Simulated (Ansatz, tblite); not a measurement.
# C₃₄H₃₀S₆Si₂: one state, many levels

An exercise on one series of results from a longer session: the logs are not shown, and one member is left open.

The runs use Ansatz 0.2.0, Gaussian basis; as each input shows.

Plan: GFN1-xTB, GFN2-xTB, PBE-D4/def2-SVP, r2SCAN-D4/def2-SVP, revPBE-D4/def2-SVP, HSE06-D4/def2-SVP, PBE0-D4/def2-TZVP, PBE-D4/def2-TZVP, HF/STO-3G, HF/6-31G, B3LYP-D4/6-31G, MP2/def2-SVP, RPA/def2-SVP.

## The geometry

The singlet was relaxed beforehand with PBE-D4/def2-SVP.

SMILES `C[Si](C)(C)C#Cc1ccc(-c2ccc(-c3ccc(-c4ccc(-c5ccc(-c6ccc(C#C[Si](C)(C)C)s6)s5)s4)s3)s2)s1`, 72 atoms, charge 0, spin multiplicity 1.

Bond lengths: C1–Si2 1.891 Å, C1–H43 1.110 Å, C1–H44 1.109 Å, C1–H45 1.109 Å, Si2–C3 1.891 Å, Si2–C4 1.890 Å, Si2–C5 1.848 Å, C3–H46 1.109 Å, C3–H47 1.109 Å, C3–H48 1.110 Å, C4–H49 1.109 Å, C4–H50 1.109 Å, C4–H51 1.110 Å, C5–C6 1.239 Å, C6–C7 1.406 Å, C7–C8 1.399 Å, C7–S42 1.759 Å, C8–C9 1.412 Å and more. Angles: Si2–C1–H43 110.5°, Si2–C1–H44 111.0°, Si2–C1–H45 111.0°, H43–C1–H44 108.2°, H43–C1–H45 108.1°, H44–C1–H45 108.0°, C1–Si2–C3 110.3°, C1–Si2–C4 110.5°, C1–Si2–C5 108.6°, C3–Si2–C4 110.6°, C3–Si2–C5 108.5°, C4–Si2–C5 108.3°, Si2–C3–H46 111.0°, Si2–C3–H47 110.9°, Si2–C3–H48 110.6°, H46–C3–H47 108.0°, H46–C3–H48 108.2°, H47–C3–H48 108.1° and more.

PBE0-D4/def2-SVP was run before; its log isn't repeated, and its numbers join the tables.

The first run:

Tight binding, by tblite at 300 K electronic temperature and without a spin-polarisation term:

```python
tblite.interface.Calculator('GFN1-xTB', numbers, positions, charge=0, uhf=0).singlepoint()
```

Tight binding, by tblite at 300 K electronic temperature and without a spin-polarisation term:

```python
tblite.interface.Calculator('GFN2-xTB', numbers, positions, charge=0, uhf=0).singlepoint()
```

start.molden holds the orbitals of an earlier run on this state, given as this run's starting guess.

Contents of in.yaml:

```yaml
crystal:
  periodic: [false, false, false]
  atoms:
    - {symbol: C, position_ang: [-15.822918, -0.736353, 1.254858]}
    - {symbol: Si, position_ang: [-15.148482, 0.616145, 0.118433]}
    - {symbol: C, position_ang: [-15.763881, 2.313460, 0.680625]}
    - {symbol: C, position_ang: [-15.651177, 0.287384, -1.674029]}
    - {symbol: C, position_ang: [-13.303383, 0.600760, 0.216971]}
    - {symbol: C, position_ang: [-12.067466, 0.592936, 0.300491]}
    - {symbol: C, position_ang: [-10.664433, 0.581928, 0.386172]}
    - {symbol: C, position_ang: [-9.845263, 0.842134, 1.490208]}
    - {symbol: C, position_ang: [-8.466659, 0.738010, 1.202790]}
    - {symbol: C, position_ang: [-8.195495, 0.396525, -0.126589]}
    - {symbol: C, position_ang: [-6.920112, 0.208720, -0.769583]}
    - {symbol: C, position_ang: [-6.637118, -0.081895, -2.107184]}
    - {symbol: C, position_ang: [-5.257196, -0.202226, -2.382080]}
    - {symbol: C, position_ang: [-4.446395, -0.003809, -1.260068]}
    - {symbol: C, position_ang: [-3.009328, -0.050969, -1.178495]}
    - {symbol: C, position_ang: [-2.082747, -0.085606, -2.225313]}
    - {symbol: C, position_ang: [-0.741406, -0.141444, -1.788220]}
    - {symbol: C, position_ang: [-0.603857, -0.149150, -0.396462]}
    - {symbol: C, position_ang: [0.592242, -0.208400, 0.399920]}
    - {symbol: C, position_ang: [0.728062, -0.273205, 1.790354]}
    - {symbol: C, position_ang: [2.069533, -0.329543, 2.227209]}
    - {symbol: C, position_ang: [2.997648, -0.311527, 1.181377]}
    - {symbol: C, position_ang: [4.434449, -0.368811, 1.262074]}
    - {symbol: C, position_ang: [5.227806, -0.683189, 2.369906]}
    - {symbol: C, position_ang: [6.613181, -0.645654, 2.098389]}
    - {symbol: C, position_ang: [6.917539, -0.304942, 0.777425]}
    - {symbol: C, position_ang: [8.203714, -0.174655, 0.141632]}
    - {symbol: C, position_ang: [8.500522, 0.231034, -1.163990]}
    - {symbol: C, position_ang: [9.882999, 0.245485, -1.451404]}
    - {symbol: C, position_ang: [10.679458, -0.149916, -0.371155]}
    - {symbol: C, position_ang: [12.078950, -0.255920, -0.292564]}
    - {symbol: C, position_ang: [13.311501, -0.353042, -0.215810]}
    - {symbol: Si, position_ang: [15.151536, -0.497257, -0.128269]}
    - {symbol: C, position_ang: [15.805001, -0.728011, -1.887279]}
    - {symbol: C, position_ang: [15.585305, -1.991706, 0.945515]}
    - {symbol: C, position_ang: [15.852083, 1.085319, 0.633696]}
    - {symbol: S, position_ang: [9.673113, -0.545137, 1.016525]}
    - {symbol: S, position_ang: [5.443253, -0.018491, -0.127623]}
    - {symbol: S, position_ang: [2.171659, -0.226669, -0.362582]}
    - {symbol: S, position_ang: [-2.182114, -0.093095, 0.366599]}
    - {symbol: S, position_ang: [-5.431552, 0.342342, 0.147513]}
    - {symbol: S, position_ang: [-9.684689, 0.200775, -1.024318]}
    - {symbol: H, position_ang: [-16.932414, -0.751796, 1.226187]}
    - {symbol: H, position_ang: [-15.455316, -1.735399, 0.945037]}
    - {symbol: H, position_ang: [-15.508143, -0.566647, 2.304376]}
    - {symbol: H, position_ang: [-15.368921, 3.116267, 0.025871]}
    - {symbol: H, position_ang: [-15.439588, 2.528656, 1.718862]}
    - {symbol: H, position_ang: [-16.872609, 2.356027, 0.650413]}
    - {symbol: H, position_ang: [-15.237640, 1.061311, -2.351736]}
    - {symbol: H, position_ang: [-15.282108, -0.700594, -2.016138]}
    - {symbol: H, position_ang: [-16.756582, 0.295985, -1.774175]}
    - {symbol: H, position_ang: [-10.259953, 1.102140, 2.472651]}
    - {symbol: H, position_ang: [-7.671442, 0.911307, 1.941430]}
    - {symbol: H, position_ang: [-7.425652, -0.208790, -2.862161]}
    - {symbol: H, position_ang: [-4.849075, -0.446225, -3.371665]}
    - {symbol: H, position_ang: [-2.381506, -0.056478, -3.281440]}
    - {symbol: H, position_ang: [0.123031, -0.174392, -2.465998]}
    - {symbol: H, position_ang: [-0.137522, -0.277095, 2.467447]}
    - {symbol: H, position_ang: [2.368292, -0.368397, 3.283048]}
    - {symbol: H, position_ang: [4.802017, -0.950865, 3.345842]}
    - {symbol: H, position_ang: [7.389942, -0.867308, 2.843629]}
    - {symbol: H, position_ang: [7.721190, 0.514927, -1.885139]}
    - {symbol: H, position_ang: [10.316573, 0.536212, -2.416940]}
    - {symbol: H, position_ang: [15.525341, 0.130904, -2.530241]}
    - {symbol: H, position_ang: [15.392344, -1.648707, -2.346872]}
    - {symbol: H, position_ang: [16.911845, -0.809556, -1.883883]}
    - {symbol: H, position_ang: [16.686467, -2.112742, 1.015333]}
    - {symbol: H, position_ang: [15.186465, -1.872669, 1.973228]}
    - {symbol: H, position_ang: [15.161757, -2.923617, 0.519677]}
    - {symbol: H, position_ang: [16.959139, 1.031511, 0.694786]}
    - {symbol: H, position_ang: [15.582840, 1.972007, 0.024947]}
    - {symbol: H, position_ang: [15.457323, 1.241638, 1.657948]}
basis:
  gaussian: {orbitals: def2-SVP, fitting: {mean_field: def2-universal-jkfit}, initial_orbitals: start.molden}
hamiltonian: {xc: pbe, dispersion: d4}
scf: {omitted_lower_state_checks: [starts]}
output: {orbitals: {seedname: orbitals}}
```

Started as:

```bash
$ ansatz run in.yaml --threads 4 --pin off --events-out ev --progress --plain --max-ram 46080MiB --backend cuda --devices 0, --max-vram 37GiB
```

Steps of the session up to this table: PBE-D4/def2-SVP; r2SCAN-D4/def2-SVP; revPBE-D4/def2-SVP; HSE06-D4/def2-SVP; PBE0-D4/def2-TZVP; PBE-D4/def2-TZVP; HF/STO-3G; HF/6-31G; B3LYP-D4/6-31G; MP2/def2-SVP; RPA/def2-SVP.

One table of the session follows, with a row left open; its other results are not shown here.

It belongs to the step «Binding energy». 

```
             level  binding an atom (eV)
         HF/STO-3G                 4.175
          HF/6-31G                 3.208
       HF/def2-SVP                     ?
   PBE-D4/def2-SVP                 5.103
  PBE-D4/def2-TZVP                 5.051
revPBE-D4/def2-SVP                 4.978
r2SCAN-D4/def2-SVP                 4.939
    B3LYP-D4/6-31G                 4.656
  PBE0-D4/def2-SVP                 4.988
 PBE0-D4/def2-TZVP                 4.936
 HSE06-D4/def2-SVP                 4.993
      MP2/def2-SVP                 4.765
```

Q: Estimate the row for HF/def2-SVP from the others.

As computed: binding an atom (eV): 3.551. In the column «binding an atom (eV)» it lies between HF/6-31G (3.208) and HF/STO-3G (4.175).

Limits of these values: Free atoms were run apart at each level; binding is atoms less cluster, divided by the number of atoms, without zero-point or spin-orbit terms.
